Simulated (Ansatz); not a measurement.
# Sn27H34 atom sphere (Sn₂₇H₃₄): geometry, orbitals and charge

What does Sn27H34 atom sphere (Sn₂₇H₃₄) look like as a singlet, and where do its frontier electrons sit?

Program: Ansatz 0.2.0, Gaussian basis. Level of theory: RKS PBE0-D4/def2-SVP. These are calculated values, not measurements.

Plan: relaxation at r2SCAN-D4/def2-SVP; a single point at PBE0-D4/def2-SVP.

1 further run of the same task is left out (set aside as unsound or not needed). Runs told in other sessions of the task aren't counted.

## 1. The system as given

61 atoms, charge 0, spin multiplicity 1.

Atoms are counted from 1 here; the program's logs count them from 0.

Bond lengths: Sn1–Sn2 2.832 Å, Sn1–Sn10 2.796 Å, Sn1–H28 1.747 Å, Sn1–H29 1.735 Å, Sn2–Sn3 2.809 Å, Sn2–Sn5 2.800 Å, Sn2–H30 1.707 Å, Sn3–Sn7 2.797 Å, Sn3–H31 1.703 Å, Sn3–H32 1.707 Å, Sn4–Sn5 2.795 Å, Sn4–Sn13 2.790 Å, Sn4–H33 1.730 Å, Sn4–H34 1.713 Å, Sn5–Sn6 2.796 Å, Sn5–Sn15 2.815 Å, Sn6–Sn8 2.830 Å, Sn6–Sn9 2.783 Å and more. Angles: Sn2–Sn1–Sn10 109.7°, Sn2–Sn1–H28 109.8°, Sn2–Sn1–H29 109.6°, Sn10–Sn1–H28 110.0°, Sn10–Sn1–H29 109.3°, H28–Sn1–H29 108.3°, Sn1–Sn2–Sn3 109.1°, Sn1–Sn2–Sn5 109.0°, Sn1–Sn2–H30 109.2°, Sn3–Sn2–Sn5 109.9°, Sn3–Sn2–H30 109.8°, Sn5–Sn2–H30 109.8°, Sn2–Sn3–Sn7 109.4°, Sn2–Sn3–H31 109.3°, Sn2–Sn3–H32 108.5°, Sn7–Sn3–H31 109.9°, Sn7–Sn3–H32 109.9°, H31–Sn3–H32 109.9° and more.

Sn takes a core potential in the def2 sets. No spin-orbit coupling is included.

The start is a built from a lattice or polyhedron geometry.

## 2. Optimising with r2SCAN-D4/def2-SVP

File in.yaml:

```yaml
crystal:
  periodic: [false, false, false]
  atoms:
    - {symbol: Sn, position_ang: [0.005200, -5.286700, -1.285000]}
    - {symbol: Sn, position_ang: [-2.314100, -3.960700, -0.346500]}
    - {symbol: Sn, position_ang: [-2.302600, -3.965600, 2.462500]}
    - {symbol: Sn, position_ang: [-2.290100, -1.324300, -4.092000]}
    - {symbol: Sn, position_ang: [-2.305600, -1.327200, -1.297200]}
    - {symbol: Sn, position_ang: [-4.580100, 0.000600, -0.357600]}
    - {symbol: Sn, position_ang: [-2.306300, -1.328600, 3.393900]}
    - {symbol: Sn, position_ang: [-4.593300, 0.019400, 2.472200]}
    - {symbol: Sn, position_ang: [-4.629800, 2.621200, -1.292600]}
    - {symbol: Sn, position_ang: [2.288200, -3.971100, -0.349900]}
    - {symbol: Sn, position_ang: [2.326300, -3.991000, 2.451400]}
    - {symbol: Sn, position_ang: [2.325200, -1.315100, -4.090300]}
    - {symbol: Sn, position_ang: [-0.007700, -0.024700, -5.034400]}
    - {symbol: Sn, position_ang: [2.296200, -1.343200, -1.300200]}
    - {symbol: Sn, position_ang: [-0.001100, -0.014200, -0.354700]}
    - {symbol: Sn, position_ang: [2.296000, -1.324200, 3.386200]}
    - {symbol: Sn, position_ang: [0.008900, 0.013400, 2.461900]}
    - {symbol: Sn, position_ang: [-0.012300, 2.660500, -4.107700]}
    - {symbol: Sn, position_ang: [0.013200, 2.633500, -1.276200]}
    - {symbol: Sn, position_ang: [-2.294900, 3.955600, -0.357900]}
    - {symbol: Sn, position_ang: [0.000800, 2.653600, 3.379100]}
    - {symbol: Sn, position_ang: [-2.311200, 3.977300, 2.450100]}
    - {symbol: Sn, position_ang: [4.592700, 0.011400, -0.377900]}
    - {symbol: Sn, position_ang: [4.592900, 0.018400, 2.452600]}
    - {symbol: Sn, position_ang: [4.577000, 2.660800, -1.286200]}
    - {symbol: Sn, position_ang: [2.308000, 3.969100, -0.375400]}
    - {symbol: Sn, position_ang: [2.292900, 3.967600, 2.468700]}
    - {symbol: H, position_ang: [0.002900, -6.945200, -0.734500]}
    - {symbol: H, position_ang: [0.013300, -5.288900, -3.019600]}
    - {symbol: H, position_ang: [-3.699000, -4.778400, -0.919500]}
    - {symbol: H, position_ang: [-3.685800, -4.781300, 3.029000]}
    - {symbol: H, position_ang: [-0.894100, -4.769300, 2.996600]}
    - {symbol: H, position_ang: [-2.296600, -2.945900, -4.694900]}
    - {symbol: H, position_ang: [-3.693900, -0.523700, -4.660600]}
    - {symbol: H, position_ang: [-5.995400, -0.800800, -0.908300]}
    - {symbol: H, position_ang: [-2.288800, -1.337900, 5.091100]}
    - {symbol: H, position_ang: [-5.967200, -0.812500, 3.020100]}
    - {symbol: H, position_ang: [-4.587000, 1.618800, 3.043200]}
    - {symbol: H, position_ang: [-4.588600, 2.649700, -3.020700]}
    - {symbol: H, position_ang: [-5.986500, 3.444800, -0.706600]}
    - {symbol: H, position_ang: [3.721800, -4.808000, -0.963500]}
    - {symbol: H, position_ang: [0.899400, -4.746900, 3.015400]}
    - {symbol: H, position_ang: [3.680200, -4.776300, 3.017800]}
    - {symbol: H, position_ang: [2.287000, -2.951600, -4.665600]}
    - {symbol: H, position_ang: [3.692900, -0.509800, -4.676200]}
    - {symbol: H, position_ang: [-0.012700, -0.004800, -6.771200]}
    - {symbol: H, position_ang: [2.294700, -1.341600, 5.097400]}
    - {symbol: H, position_ang: [-1.382500, 3.459500, -4.674300]}
    - {symbol: H, position_ang: [1.412000, 3.454000, -4.677000]}
    - {symbol: H, position_ang: [-2.288200, 5.600200, -0.943900]}
    - {symbol: H, position_ang: [0.012500, 2.640700, 5.098000]}
    - {symbol: H, position_ang: [-3.712400, 3.157600, 3.054800]}
    - {symbol: H, position_ang: [-2.312200, 5.598300, 2.998300]}
    - {symbol: H, position_ang: [5.993500, -0.797300, -0.930100]}
    - {symbol: H, position_ang: [5.984100, -0.807300, 3.040900]}
    - {symbol: H, position_ang: [4.599100, 1.651200, 3.033500]}
    - {symbol: H, position_ang: [4.580200, 2.647600, -3.011000]}
    - {symbol: H, position_ang: [5.995100, 3.459900, -0.714000]}
    - {symbol: H, position_ang: [2.269500, 5.608400, -0.935200]}
    - {symbol: H, position_ang: [3.681300, 3.173000, 3.050100]}
    - {symbol: H, position_ang: [2.302000, 5.598300, 3.016400]}
basis:
  gaussian: {orbitals: def2-SVP, fitting: {mean_field: def2-universal-jkfit}}
hamiltonian: {xc: r2scan, dispersion: d4}
scf: {lower_state_search: "off"}
output: {orbitals: {seedname: orbitals}}
relax: {f_tol: 0.03, max_steps: 70}
```

The run is started by

```console
ansatz run in.yaml --threads 11 --pin off --events-out ev --progress --plain --max-ram 174080MiB --backend cuda --devices 0, --max-vram 75GiB
```

Further steps of the session: Single point, PBE0-D4/def2-SVP.

Before running them: what should the planned runs give, taken together? Wanted: point group; commonest bond, hydrogen aside; HOMO, LUMO at PBE0-D4/def2-SVP; dipole at r2SCAN-D4/def2-SVP.

As calculated:

| quantity | value |
| --- | --- |
| point group | C3v |
| commonest bond, hydrogen aside | Sn–Sn, 37 of mean length 2.811 Å |
| HOMO, LUMO at PBE0-D4/def2-SVP | -6.40, -2.29 eV |
| dipole at r2SCAN-D4/def2-SVP | 0.13 D |

In words: The molecule keeps its bonding pattern by the stored test; the atoms moved 0.19 Å (rms). No usable vibrations, so a minimum isn't proven. Whether this spin is the lowest isn't tested here.
